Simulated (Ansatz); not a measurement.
This script for a relaxation of the ions of O, space group Fd-3m with Ansatz's Python interface holds a mistake.

`o.py`:
```python
import argparse

import ansatz as az
from ase import Atoms
from ase.io import write
import matplotlib.pyplot as plt
import numpy as np

parser = argparse.ArgumentParser(description="Geometry optimisation of O from a disturbed start.")
parser.add_argument("--extra-bands", type=int, required=True, help="empty bands")
parser.add_argument("--ecut", type=float, required=True, help="basis")
parser.add_argument("--xc", required=True, help="exchange-correlation functional")
parser.add_argument("--dispersion", default="d4", help="dispersion correction")
parser.add_argument("--occupations", default="fixed", help="how the bands are filled")
parser.add_argument("--mixing-beta", type=float, required=True, help="density mixing step")
parser.add_argument("--fmax", type=float, default=0.001, help="force threshold (eV/A)")
args = parser.parse_args()

atoms = Atoms(
    ["O", "O"],
    scaled_positions=[
        (0.25, 0.25, 0.25),
        (0.0, 0.0, 0.0),
    ],
    cell=[
        (0.0, 2.170856, 2.170856),
        (2.170856, 0.0, 2.170856),
        (2.170856, 2.170856, 0.0),
    ],
    pbc=True,
)
atoms.rattle(stdev=0.025, seed=67)
material = az.Crystal.from_ase(atoms)

calculation = material.calculation()
calculation = calculation.scf(extra_bands=args.extra_bands, lower_state_search="light").basis(args.ecut)
calculation = calculation.functional(args.xc, dispersion=args.dispersion).pseudopotentials("paw")
calculation = calculation.occupations(args.occupations).initial_density(normalization="cell")
calculation = calculation.mixing("anderson", ndim=8, beta=args.mixing_beta).kpoints(7, center="gamma")
calculation = calculation.relax(force_tolerance=args.fmax)
calculation = calculation.band_table()
steps = []


def collect(event):
    if event["event"] == "relax_step":
        steps.append(event["data"])


out = calculation.session().plan().execute(on_event=collect)
rep = out.report
print("step   energy (eV)     max comp. (eV/A)  SCF")
for s in steps:
    print(f"{s['step']:4d} {s['lagrangian_ev']:15.5f} {s['allowed_force_max_ev_ang']:12.4f} {s['n_scf']:5d}")

first, last = steps[0], steps[-1]
symbols = [site.symbol for site in out.lattice.sites]
print(f"energy gained {first['lagrangian_ev'] - last['lagrangian_ev']:.4f} eV in {len(steps) - 1} steps")

fig, (top, bottom) = plt.subplots(2, 1, sharex=True, figsize=(4.5, 4))
top.plot([s["lagrangian_ev"] - last["lagrangian_ev"] for s in steps], "o-")
top.set_ylabel("E - E(final) (eV)")
bottom.semilogy([max(s["allowed_force_max_ev_ang"], 1e-6) for s in steps], "s-")
bottom.set(xlabel="step", ylabel="largest force (eV/A)")
fig.tight_layout()
fig.savefig("relax.png", dpi=100)

print("atom   start x y z (A)              end x y z (A)")
for symbol, a, b in zip(symbols, first["positions_ang"], last["positions_ang"]):
    print(f"{symbol:3s}", " ".join(f"{v:8.4f}" for v in a), "  ", " ".join(f"{v:8.4f}" for v in b))

relaxed = Atoms(symbols, positions=[site.position_ang for site in out.lattice.sites], cell=out.lattice.cell_ang, pbc=True)
write("relaxed.vasp", relaxed, format="vasp")

energy = rep["free_energy_ev"]
print("O: {:.6f} eV = {:.6f} Ry = {:.6f} Ha".format(energy, energy / 13.605693, energy / 27.211386))
print("Fermi level {:.4f} eV, {} k-points, {} symmetry operations".format(rep["fermi_energy_ev"], rep["n_kpoints"], rep["n_symmetry_ops"]))

levels = np.array(rep["eigenvalues_ev"])
filled = round(rep["n_electrons"] / 2)
top, bottom = levels[:, filled - 1], levels[:, filled]
print("top of band", filled, "at k =", rep["kpoints_frac"][top.argmax()], f"{top.max():.4f} eV")
print("bottom of band", filled + 1, "at k =", rep["kpoints_frac"][bottom.argmin()], f"{bottom.min():.4f} eV")
print(f"gap by band count {bottom.min() - top.max():.3f} eV, least direct gap {(bottom - top).min():.3f} eV")
```

Output of `python o.py --extra-bands 12 --ecut 470.0 --xc pbesol --mixing-beta 0.2`:
```text
RunWarning: iter 1: σ=0 fill of 6 bands saw a band overlap (occupied 3.5044 eV > unoccupied 2.4567 eV) — on an unconverged iterate often a transient of an unconverged empty band; one that stands at [...]
RunWarning: the bands overlap at the fill by count (6 filled at each k-point of a channel): the highest filled level, 3.976974 eV at k-index 23, stands 0.6809 eV over the lowest empty one, 3.296118 [...]
step   energy (eV)     max comp. (eV/A)  SCF
   1     -1112.87811       0.8331     7
   2     -1112.95858       1.8811     6
   3     -1113.25370       2.3298     6
   4     -1113.54581       1.7396     7
   5     -1114.38435       4.8481     8
   6     -1115.57320       2.3140     8
   7     -1115.70477       5.1730     7
   8     -1115.70142       4.3313     7
   9     -1115.85724       2.8189     7
  10     -1115.99104       0.2689     6
  11     -1116.00123       0.1554     5
  12     -1116.00208       0.0100     4
  13     -1116.00208       0.0006     4
  14     -1116.00208       0.0006     2
energy gained 3.1240 eV in 13 steps
atom   start x y z (A)              end x y z (A)
O     1.1136   1.0890   1.0575      1.0788   1.5040   0.6454
O     0.0308  -0.0039  -0.0150      0.0656  -0.4188   0.3972
O: -1116.002082 eV = -82.024641 Ry = -41.012320 Ha
Fermi level 3.9770 eV, 172 k-points, 2 symmetry operations
top of band 6 at k = [0.0, 0.42857142857142855, -0.2857142857142857] 3.9770 eV
bottom of band 7 at k = [0.0, 0.0, 0.14285714285714285] 3.2961 eV
gap by band count -0.681 eV, least direct gap 0.174 eV
```
(Warnings from the package without file and line, shortened, repeats left out.)

The script ran to its end, but the result can't be trusted. Why?

The fault: fixed occupations, though the bands overlap at this level of theory. The change:

```diff
--- before
+++ after
@@ -13,5 +13,6 @@
 parser.add_argument("--dispersion", default="d4", help="dispersion correction")
-parser.add_argument("--occupations", default="fixed", help="how the bands are filled")
-parser.add_argument("--mixing-beta", type=float, required=True, help="density mixing step")
-parser.add_argument("--fmax", type=float, default=0.001, help="force threshold (eV/A)")
+parser.add_argument("--occupations", default="fermi_dirac", help="how the bands are filled")
+parser.add_argument("--smearing-width", type=float, required=True, help="smearing width (eV)")
+parser.add_argument("--mixing-beta", type=float, default=0.2, help="density mixing step")
+parser.add_argument("--fmax", type=float, required=True, help="force threshold (eV/A)")
 args = parser.parse_args()
@@ -37,3 +38,3 @@
 calculation = calculation.functional(args.xc, dispersion=args.dispersion).pseudopotentials("paw")
-calculation = calculation.occupations(args.occupations).initial_density(normalization="cell")
+calculation = calculation.occupations(args.occupations, width=args.smearing_width).initial_density(normalization="cell")
 calculation = calculation.mixing("anderson", ndim=8, beta=args.mixing_beta).kpoints(7, center="gamma")
```

After the fix:

```console
$ python o.py --extra-bands 12 --ecut 470.0 --xc pbesol --smearing-width 0.1 --fmax 0.001
step   energy (eV)     max comp. (eV/A)  SCF
   1     -1113.00186       0.3346     8
   2     -1113.01371       0.7381     5
   3     -1113.06929       1.5913     6
   4     -1113.28998       2.5348     6
   5     -1114.10334       3.7303     7
   6     -1114.70509       4.8068     6
   7     -1115.22119       9.0781     8
   8     -1115.92624       2.7658     7
   9     -1116.09161       0.7267     6
  10     -1116.10300       0.0254     5
  11     -1116.10300       0.0254     4
  12     -1116.10302       0.0005     3
  13     -1116.10302       0.0006     3
energy gained 3.1012 eV in 12 steps
atom   start x y z (A)              end x y z (A)
O     1.1136   1.0890   1.0575      1.3086   1.2789   0.8704
O     0.0308  -0.0039  -0.0150     -0.1641  -0.1938   0.1722
O: -1116.103016 eV = -82.032059 Ry = -41.016030 Ha
Fermi level 3.9633 eV, 172 k-points, 2 symmetry operations
top of band 6 at k = [0.0, 0.0, 0.42857142857142855] 4.9540 eV
bottom of band 7 at k = [0.0, 0.0, 0.0] 3.1517 eV
gap by band count -1.802 eV, least direct gap 0.000 eV
```

`relaxed.vasp`, as written:
```text
O
 1.0000000000000000
     0.0000000000000000    2.1708560000000001    2.1708560000000001
     2.1708560000000001    0.0000000000000000    2.1708560000000001
     2.1708560000000001    2.1708560000000001    0.0000000000000000
 O
   2
Cartesian
  1.3085569687024310  1.2789207443500630  0.8703621541219715
 -0.1641397514173489 -0.1937543911499262  0.1722247033377711
```

What to keep in mind:
- These settings explore the input space; cutoff and mesh may be short of convergence.
- Dispersion corrections can be off by several per cent in the lattices of metals, and by several GPa in the pressure at a fixed cell.
- For a metal this k-point mesh is coarse: on a finer one energies can move by several to tens of meV an atom and pressures by half a GPa or more, differences at one mesh by less.
- Only differences from the Fermi energy are physical; the zero of the scale is a convention.
- Energies along a relaxation are free energies. A last row that repeats the one before re-solves the same geometry more tightly.
- A gap by band count of zero or less means overlapping bands, a metal.
- No spin polarisation was allowed.
- The cell relaxed to the group R-3m; tensors and edges are in the axes of the typed cell.
- This isn't the structure that O takes at ambient conditions.
- Gaps and levels are Kohn-Sham values on a finite set of k-points.
- The whole script took 37 s on 1 thread of Intel(R) Xeon(R) Platinum 8488C (Sapphire Rapids) (shared host), peak memory 0.5 GiB.

(A comment or docstring line of the script was reworded after the run, the code is as it ran; lines on the test bed's own set-up are left out of the output.)
